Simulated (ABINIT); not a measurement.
Runs of ABINIT 10.8.3 (patched build) on BSe. It takes space group P6_3mc (No. 186, hexagonal). The conventional cell has a = 3.271 Å, b = 3.271 Å, c = 7.236 Å, α = 90.00°, β = 90.00°, γ = 120.00°. B (site symmetry 3m) is surrounded by 3 Se at 2.07 Å. Se (site symmetry 3m) has 3 B at 2.07 Å as nearest neighbours. The cell was built by a generator and needn't be a form met in nature.

```csv
task,level,potentials or basis,cell,cutoff (eV),cell freedom (optcell),optimiser (ionmov),cutoff smearing ecutsm (Ha),force stop (Ha/bohr),gap on the mesh (eV),pressure (GPa),largest force (eV/Å)
single point,RPBE,PseudoDojo NC SR PBE v0.4.1 standard,as given,1088,-,-,-,-,none,1.9,0.11
single point,LDA,PseudoDojo NC SR LDA v0.4.1 standard,as given,1170,-,-,-,-,none,-4.7,(a)
single point,PBE,PseudoDojo NC SR PBE v0.4.1 standard,as given,1170,-,-,-,-,none,0.3,(b)
relaxation of cell and atoms,PBE,PseudoDojo NC SR PBE v0.4.1 standard,relaxed,1170,2,2,0.5,2e-05,none,0.0,-
```

Alike in all rows: no spin polarisation; k mesh 7 × 7 × 3; smearing fermi-dirac 0.05 eV.

Q: Estimate the missing entries.

A: (a) 0.25; (b) 0.10.

Caveats: the potentials were made for another functional, which shifts forces and pressure (some runs).

A k mesh can miss the band edges, and the runs leave out spin-orbit coupling on Se.

A gap of «none» marks a metal or a gap under the smearing width.

Not every run made on this cell is shown here.
